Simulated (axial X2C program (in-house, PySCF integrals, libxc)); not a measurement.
**HGaH⁺: bond lengths and stretches, held linear**

Aim: the two bond lengths and stretching wavenumbers of linear HGaH⁺, with and without spin–orbit coupling, at PBE0, HF, r2SCAN, MP2.

Program: an in-house X2C program for linear molecules on PySCF integrals. Level of theory: all-electron X2C, two-component (2c) or spin-free, H dyall-v3z, Ga dyall-v3z. These are calculated values, not measurements.

All values are calculated.

1 further run of the same task is left out (set aside as unsound or not needed).

## Step 1: Input

Input file task.json:

```json
{"zs": [1, 31, 1], "q": 1, "bas": ["dyall-v3z", "dyall-v3z", "dyall-v3z"], "r0": [1.56, 1.56], "symm": 1, "scan": ["PBE0", "HF", "r2SCAN"], "levels": ["PBE0", "HF", "TPSSh"], "nst": 2}
```

Keys: zs atomic numbers; q charge; bas basis sets; r0 starting distance in Å; symm equal bonds; scan levels of the two-bond scan (MP2 follows by itself at each HF point); levels methods; nst determinants followed.

The run is started by

```
> python solin.py task.json out
```

Masses H 1.008, Ga 68.926, H 1.008 u.

## Step 2: Scan at PBE0, 2c

State: Ω = 0 (all partner blocks equally filled). Energies above the lowest point, from the job's result record:

```csv
r(H–Ga) (Å),r(Ga–H) (Å),E (meV)
1.4781,1.4781,22.60
1.4781,1.5160,11.66
1.4781,1.5539,24.79
1.5160,1.4781,11.66
1.5160,1.5160,0.00
1.5160,1.5539,12.39
1.5160,1.5918,45.18
1.5539,1.4781,24.79
1.5539,1.5160,12.39
1.5539,1.5539,24.00
1.5918,1.5160,45.18
1.5918,1.5918,87.15
```

A quadratic surface with cubic terms in each bond gives the minimum at 1.514 and 1.514 Å, force constants 2.7, 2.7 and coupling -0.09 mdyn/Å.

## Step 3: Scan at HF, 2c

State: Ω = 0 (all partner blocks equally filled). Energies above the lowest point, from the job's result record:

```csv
r(H–Ga) (Å),r(Ga–H) (Å),E (meV)
1.4781,1.4781,24.97
1.4781,1.5160,12.71
1.4781,1.5539,26.50
1.5160,1.4781,12.71
1.5160,1.5160,0.00
1.5160,1.5539,13.31
1.5160,1.5918,48.87
1.5539,1.4781,26.50
1.5539,1.5160,13.31
1.5539,1.5539,26.12
1.5918,1.5160,48.87
1.5918,1.5918,95.71
```

A quadratic surface with cubic terms in each bond gives the minimum at 1.515 and 1.515 Å, force constants 2.92, 2.92 and coupling -0.06 mdyn/Å.

## Step 4: Scan at r2SCAN, 2c

State: Ω = 0 (all partner blocks equally filled). Energies above the lowest point, from the job's result record:

```csv
r(H–Ga) (Å),r(Ga–H) (Å),E (meV)
1.4781,1.4781,13.87
1.4781,1.5160,7.32
1.4781,1.5539,24.33
1.5160,1.4781,7.32
1.5160,1.5160,0.00
1.5160,1.5539,16.20
1.5160,1.5918,52.28
1.5539,1.4781,24.33
1.5539,1.5160,16.20
1.5539,1.5539,31.55
1.5918,1.5160,52.28
1.5918,1.5918,101.06
```

A quadratic surface with cubic terms in each bond gives the minimum at 1.508 and 1.508 Å, force constants 2.71, 2.71 and coupling -0.09 mdyn/Å.

## Step 5: The levels side by side

| level | r(H–Ga) (Å) | r(Ga–H) (Å) | lower stretch (cm⁻¹) | upper stretch (cm⁻¹) |
| --- | --- | --- | --- | --- |
| PBE0, 2c | 1.514 | 1.514 | 2096.5 | 2196.2 |
| HF, 2c | 1.515 | 1.515 | 2195.2 | 2269.5 |
| r2SCAN, 2c | 1.508 | 1.508 | 2098.5 | 2204.3 |
| MP2, 2c | 1.498 | 1.498 | 2174.2 | 2262.4 |
| PBE0, spin-free | 1.514 | 1.514 | 2097.3 | 2196.8 |
| HF, spin-free | 1.514 | 1.514 | 2195.9 | 2270.1 |
| r2SCAN, spin-free | 1.507 | 1.507 | 2099.3 | 2204.9 |
| MP2, spin-free | 1.498 | 1.498 | 2175.0 | 2262.9 |

Scans not shown above were run alike.

**Reading.** Over the levels the H–Ga bond spans 1.498 to 1.515 Å and the Ga–H bond 1.498 to 1.515 Å. At PBE0 spin–orbit coupling leaves both bonds unchanged to 0.001 Å. Each state is one determinant, the lowest of a limited PBE0 search; the stretches come from a fit to few points and are good to some per cent at best. The stretches are sorted by size, and where the two bonds are alike the symmetric and antisymmetric modes can swap order between levels. MP2 freezes inner shells (threshold -2 hartree). The molecule was held linear; bending was not examined, so a bent shape may lie lower.
